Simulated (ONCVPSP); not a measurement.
# An ONCV potential for Pm, from input to tests

Do these settings give a usable potential? It is generated, then checked for transferability, scattering, ghosts and hardness.

The numbers are computed with ONCVPSP 4.0.1.1 (patched build) (PBE, scalar-relativistic, spin-unpolarised reference atom).

## (1) Starting point

Typed settings, in words:

```
element                 : promethium (Pm, Z = 61)
type                    : optimised norm-conserving Vanderbilt (ONCV)
frozen core             : [Kr] 4d10 5s2
valence charge          : 13
reference configuration : 4f4.5 5p6 5d0.5 6s2
partial waves           : 6s: rc 3.90 bohr, ncon 4, nbas 8, qcut 1.4 1/bohr, 2 projectors, debl 0.7 Ha; 5p: rc 2.20 bohr, ncon 4, nbas 8, qcut 5.5 1/bohr, 2 projectors, debl 0.3 Ha; 5d: rc 3.75 bohr, ncon 3, nbas 8, qcut 4.1 1/bohr, 2 projectors, debl 3.1 Ha; 4f: rc 1.10 bohr, ncon 5, nbas 9, qcut 15.5 1/bohr, 2 projectors, debl 1.3 Ha
local potential         : polynomial inside 1.10 bohr (lpopt 4, dvloc0 3 Ha)
core correction         : not asked for
```

The nodes and maxima of the atom's own shells, from an earlier all-electron run, set the scale for the radii.

All-electron outer shells of the reference configuration (PBE, scalar-relativistic, ld1.x):

| shell | level (eV) | outermost node (bohr) | outermost maximum (bohr) |
| --- | --- | --- | --- |
| 5s | -43.52 | 0.70 | 1.29 |
| 5p | -24.00 | 0.75 | 1.46 |
| 4f | -4.67 | – | 0.63 |
| 6s | -3.76 | 1.72 | 3.63 |
| 5d | -2.32 | 0.85 | 2.12 |
| 6p | -1.29 | 2.06 | 4.84 |

## (2) The generation run

Pm.dat reads:

```
# ATOM AND REFERENCE CONFIGURATION
# atsym  z   nc   nv     iexc    psfile
  Pm 61.00   10    4        4      upf
#
#   n    l    f
    1    0    2.00
    2    0    2.00
    2    1    6.00
    3    0    2.00
    3    1    6.00
    3    2   10.00
    4    0    2.00
    4    1    6.00
    4    2   10.00
    5    0    2.00
    4    3    4.50
    5    1    6.00
    5    2    0.50
    6    0    2.00
#
# PSEUDOPOTENTIAL AND OPTIMIZATION
# lmax
    3
#
#   l,   rc,      ep,       ncon, nbas, qcut
    0    3.90    0.00    4    8    1.40
    1    2.20    0.00    4    8    5.50
    2    3.75    0.00    3    8    4.10
    3    1.10    0.00    5    9   15.50
#
# LOCAL POTENTIAL
# lloc, lpopt,  rc(5),   dvloc0
    4    4    1.10    3.00
#
# VANDERBILT-KLEINMAN-BYLANDER PROJECTORs
# l, nproj, debl
    0    2    0.70
    1    2    0.30
    2    2    3.10
    3    2    1.30
#
# MODEL CORE CHARGE
# icmod, fcfact, rcfact
    0    0.00    0.00
#
# LOG DERIVATIVE ANALYSIS
# epsh1, epsh2, depsh
   -2.00    5.00    0.02
#
# OUTPUT GRID
# rlmax, drl
    6.00    0.01
#
# TEST CONFIGURATIONS
# ncnf
    4
# nvcnf
#   n    l    f
    4
    4    3    5.00
    5    1    6.00
    5    2    0.00
    6    0    2.00
#
    4
    4    3    5.00
    5    1    6.00
    5    2    0.00
    6    0    1.00
#
    4
    4    3    5.00
    5    1    6.00
    5    2    0.00
    6    0    0.00
#
    4
    4    3    3.00
    5    1    6.00
    5    2    0.00
    6    0    0.00
#
```

The run is started by

```console
oncvpsp.x < Pm.dat > Pm.out
```

**Question.** What will these runs give? Wanted: cutoffs for 1 and 0.1 mHa per electron, occupied waves; bound ghosts; GHOST(+) flags; largest phase difference near zero energy, channels read; projector energies reset by the program.

As calculated:

| quantity | value |
| --- | --- |
| cutoffs for 1 and 0.1 mHa per electron, occupied waves | 107 Ha and 119 Ha |
| bound ghosts | s at -103.51 eV |
| GHOST(+) flags | s at 24 eV, p at 144 eV, d at 113 eV |
| largest phase difference near zero energy, channels read | 0.039 rad |
| projector energies reset by the program | p: -0.882, 0.250 Ha |

It has a bound ghost (s), a state that the atom doesn't have, and that rules the file out. The potential is very hard: the looser tolerance needs 107 Ha. At the looser tolerance the 4f wave is the slowest; 5p needs 10 Ha. Of the channels read, d scatters worst near zero energy, by up to 0.04 rad (at the energies tabulated). The program also flags highly localised states, GHOST(+) (s, p, d). These are tests on the free atom; a crystal test is still owed.
